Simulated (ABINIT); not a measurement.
A calculation with ABINIT 10.8.3 (patched build) of GeW (ASE script, structure from a POSCAR):

File run.py:

```python
import json, os
import numpy as np
from ase.units import GPa
from ase.calculators.abinit import Abinit, AbinitProfile
from ase.io import read

atoms = read('POSCAR')

profile = AbinitProfile(command='abinit', pp_paths=[os.path.abspath('pseudos')])
params = dict(
    pps='pawxml', xc='PBE',
    ecut=598.6505,
    pawecutdg=1197.301,
    pawxcdev=0,
    kptopt=1,
    ngkpt=[9, 9, 9],
    nshiftk=1,
    shiftk=[0.0, 0.0, 0.0],
    ixc=11,
    nband=18,
    occopt=3,
    tsmear=0.05,
    nstep=100,
    tolvrs=1e-09,
    prtwf=0,
    prtden=0,
)

atoms.calc = Abinit(profile=profile, directory='run', **params)
energy = atoms.get_potential_energy()
forces = atoms.get_forces()
stress = atoms.get_stress()
print(f'energy {energy:.6f} eV')
print('forces (eV/A)')
print(np.round(forces, 5))
print('stress (GPa, Voigt, tension positive)', np.round(stress / GPa, 4))
json.dump(dict(energy=energy, forces=forces.tolist(), stress=stress.tolist(), cell=atoms.cell.tolist(), frac=atoms.get_scaled_positions(wrap=False).tolist()), open('results.json', 'w'))
```

POSCAR

```
GeW
1.0
    0.0000000000      2.5776100000      2.5776100000
    2.5776100000      0.0000000000      2.5776100000
    2.5776100000      2.5776100000      0.0000000000
Ge W
1 1
Direct
    0.5000000000      0.5000000000      0.5000000000
    0.0000000000      0.0000000000      0.0000000000
```

Potentials or basis: JTH PAW PBE v2.0.

Run with:

```sh
$ python run.py
```

The cell was built by a generator and needn't be a form met in nature.

**Question.** Write the same calculation in another form: native input, structure from a POSCAR.

**Answer.** As run:

Contents of run.abi:

```
pp_dirpath "./"
pseudos "Ge.GGA_PBE-JTH.xml, W.GGA_PBE-JTH.xml"

structure "poscar:POSCAR"
natom 2

ecut 22.0
pawecutdg 44.0
pawxcdev 0

kptopt 1
ngkpt 9 9 9
nshiftk 1
shiftk 0.0 0.0 0.0

ixc 11

nband 18
occopt 3
tsmear 0.05 eV

nstep 100
tolvrs 1.0e-9

iomode 3
prtwf 0
prtden 0
prteig 0
prtebands 0
enunit 1
```

POSCAR

```
GeW
1.0
    0.0000000000      2.5776100000      2.5776100000
    2.5776100000      0.0000000000      2.5776100000
    2.5776100000      2.5776100000      0.0000000000
Ge W
1 1
Direct
    0.5000000000      0.5000000000      0.5000000000  Ge
    0.0000000000      0.0000000000      0.0000000000  W
```

Potentials or basis: JTH PAW PBE v2.0.

Command:

```sh
$ abinit run.abi > log 2>&1
```

Both were run:

|  | ASE script, structure from a POSCAR | native input, structure from a POSCAR |
| --- | --- | --- |
| Pressure | -0.1 GPa | -0.1 GPa |
| Band gap on the k mesh | none (metal or under the smearing width) | none (metal or under the smearing width) |
| Valence electrons inside the program's atomic spheres | Ge 12.61; W 11.62 | Ge 12.61; W 11.62 |

Keys that steer only the numerical path or the files written may differ.
